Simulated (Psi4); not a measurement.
**wB97X-D/def2-SVPD (core potential, sweep point 2) run of CH3InN− (SMILES [H][In-]([H])([H])[C]#N)**

What is the vertical electron affinity of CH3InN− at wB97X-D/def2-SVPD (core potential, sweep point 2)? 

Program for the calculation: Psi4 1.11.

## Step 1: Starting point

CH3InN− has 6 atoms, charge -1, and is taken as a singlet. SMILES: `[H][In-]([H])([H])[C]#N`. Geometry: a GFN1-xTB relaxation, a rough one for these elements and not checked as a minimum.

Bond lengths: In1–C2 2.222 Å, C2–N3 1.159 Å, In1–H4 1.740 Å, In1–H5 1.741 Å, In1–H6 1.740 Å. Angles: In1–C2–N3 179.4°, C2–In1–H4 105.4°, C2–In1–H5 105.6°, C2–In1–H6 105.4°, H4–In1–H5 113.3°, H4–In1–H6 113.2°, H5–In1–H6 113.0°.

## Step 2: The energy at wB97X-D/def2-SVPD (core potential, sweep point 2)

Input file calc.dat:

```
memory 1.6 GB

molecule mol {
  -1 1
  In    -0.009600    -0.004360    -0.701830
  C      0.018130     0.016100     1.519490
  N      0.040890     0.017280     2.678670
  H      1.661990    -0.004740    -1.184060
  H     -0.861380     1.439180    -1.171740
  H     -0.850030    -1.463460    -1.140530
  units angstrom
  symmetry c1
}

set globals {
  basis def2-SVPD
  puream true
  scf_type pk
  dft_radial_points 99
  dft_spherical_points 590
}

result = energy("wb97x-d")
```

On the command line:

```bash
$ psi4 -i calc.dat -o calc.out -n 1
```

calc.out:

```text
[...]
    !!!  WARNING: ECP capability is in beta. Please check occupations closely.  !!!
[...]
  Running in c1 symmetry.
[...]
  Nuclear repulsion =   97.552920354073265
[...]
  Multiplicity = 1
[...]
  Nalpha       = 19
  Nbeta        = 19
[...]
    Number of basis functions: 96
[...]
   @RKS iter   1:  -284.61699444362409   -1.60510e+00   5.06541e-03 DIIS/ADIIS
[...]
   @RKS iter   8:  -284.77546573330642   -3.66078e-08   2.22158e-07 DIIS
[...]
    Orbital Energies [Eh]
    ---------------------
    Doubly Occupied:
       1A    -14.259702     2A    -10.133590     3A     -4.587405
       4A     -2.986485     5A     -2.983298     6A     -2.983287
       7A     -0.805605     8A     -0.666712     9A     -0.662676
      10A     -0.662655    11A     -0.656093    12A     -0.656076
      13A     -0.391017    14A     -0.301988    15A     -0.251326
      16A     -0.251313    17A     -0.230291    18A     -0.184369
      19A     -0.184076
[...]
  @RKS Final Energy:  -284.77546573330642
   => Energetics <=
    Nuclear Repulsion Energy =             97.5529203540732652
    One-Electron Energy =                -663.1910211331409073
    Two-Electron Energy =                 301.5620105559113426
    DFT Exchange-Correlation Energy =     -20.6980410587475170
    Empirical Dispersion Energy =          -0.0013344514026728
    VV10 Nonlocal Energy =                  0.0000000000000000
    Total Energy =                       -284.7754657333064188
[...]
 Multipole Moments:
 ------------------------------------------------------------------------------------
     Multipole            Electronic (a.u.)      Nuclear  (a.u.)        Total (a.u.)
 ------------------------------------------------------------------------------------
 L = 1.  Multiply by 2.5417464519 to convert [e a0] to [Debye]
 Dipole X            :         -0.4672627            0.4483160           -0.0189466
 Dipole Y            :         -0.2354920            0.2294423           -0.0060497
 Dipole Z            :        -33.3807483           32.0111657           -1.3695826
 Magnitude           :                                                    1.3697271
[...]
```

It took 10 s on 1 thread of Intel Xeon 6975P-C (Granite Rapids), shared host; peak memory 0.88 GiB.

## Step 3: Doublet [CH3InN]2− at the same level

Input file ch3inn.in:

```
memory 1600 MB

molecule {
  -2 2
  In    -0.009600    -0.004360    -0.701830
  C      0.018130     0.016100     1.519490
  N      0.040890     0.017280     2.678670
  H      1.661990    -0.004740    -1.184060
  H     -0.861380     1.439180    -1.171740
  H     -0.850030    -1.463460    -1.140530
  symmetry c1
}

set globals {
  basis def2-SVPD
  reference uks
  puream true
  scf_type pk
  dft_radial_points 99
  dft_spherical_points 590
  maxiter 150
}

e_tot, wfn = energy('wb97x-d', return_wfn=True)
```

On the command line:

```bash
$ psi4 ch3inn.in ch3inn.out -n 1
```

ch3inn.out:

```text
[...]
    !!!  WARNING: ECP capability is in beta. Please check occupations closely.  !!!
[...]
  Running in c1 symmetry.
[...]
  Nuclear repulsion =   97.552920354073265
[...]
  Multiplicity = 2
[...]
  Nalpha       = 20
  Nbeta        = 19
[...]
    Number of basis functions: 96
[...]
   @UKS iter   1:  -284.13282991372336   -1.12093e+00   7.41769e-03 DIIS/ADIIS
[...]
   @UKS iter  12:  -284.60999716296897   -4.86160e-08   3.70243e-07 DIIS
[...]
   @S^2 Observed:                7.501454882E-01
[...]
    Orbital Energies [Eh]
    ---------------------
    Alpha Occupied:
       1A    -14.146096     2A    -10.020385     3A     -4.457118
       4A     -2.856347     5A     -2.852848     6A     -2.852835
       7A     -0.693110     8A     -0.537120     9A     -0.532537
      10A     -0.532515    11A     -0.525967    12A     -0.525950
      13A     -0.269571    14A     -0.187199    15A     -0.138574
      16A     -0.138566    17A     -0.110602    18A     -0.056525
      19A     -0.056229    20A      0.162873
    Alpha Virtual:
      21A      0.317286    22A      0.332151    23A      0.332290
      24A      0.352948    25A      0.352993    26A      0.383849
[...]
  @UKS Final Energy:  -284.60999716296897
   => Energetics <=
    Nuclear Repulsion Energy =             97.5529203540732652
    One-Electron Energy =                -667.7222991224011821
    Two-Electron Energy =                 306.2722453416879489
    DFT Exchange-Correlation Energy =     -20.7115292849263710
    Empirical Dispersion Energy =          -0.0013344514026728
    VV10 Nonlocal Energy =                  0.0000000000000000
    Total Energy =                       -284.6099971629689662
[...]
 Multipole Moments:
 ------------------------------------------------------------------------------------
     Multipole            Electronic (a.u.)      Nuclear  (a.u.)        Total (a.u.)
 ------------------------------------------------------------------------------------
 L = 1.  Multiply by 2.5417464519 to convert [e a0] to [Debye]
 Dipole X            :         -0.4374654            0.4483160            0.0108506
 Dipole Y            :         -0.2190026            0.2294423            0.0104397
 Dipole Z            :        -31.0830441           32.0111657            0.9281216
 Magnitude           :                                                    0.9282437
[...]
```

It took 18 s on 1 thread of Intel Xeon 6975P-C (Granite Rapids), shared host; peak memory 0.88 GiB.

## Step 4: Outcome

At wB97X-D/def2-SVPD (core potential, sweep point 2):

| quantity | value |
| --- | --- |
| singlet CH3InN−: total energy | -284.77547 Eh |
| singlet CH3InN−: HOMO energy | -5.01 eV |
| singlet CH3InN−: LUMO energy | 4.69 eV |
| singlet CH3InN−: HOMO–LUMO gap (to an unbound level, set by the basis) | 9.70 eV |
| singlet CH3InN−: dispersion energy | -3.50 kJ/mol |
| doublet [CH3InN]2−: total energy | -284.61000 Eh |
| doublet [CH3InN]2−: HOMO energy (highest over α and β) | 4.43 eV |
| doublet [CH3InN]2−: LUMO energy (lowest over α and β) | 8.39 eV |
| doublet [CH3InN]2−: dispersion energy | -3.50 kJ/mol |
| doublet [CH3InN]2−: ⟨S²⟩ | 0.750 |
| vertical electron affinity (to the doublet dianion) | -4.503 eV |

**Reading.** The dianion lies 4.50 eV (104 kcal/mol) above the anion: the electron isn't bound at this level, and such a value depends on the basis. The HOMO (doublet [CH3InN]2−) lies at positive energy, 4.43 eV; only total energies tell whether the electron is bound.
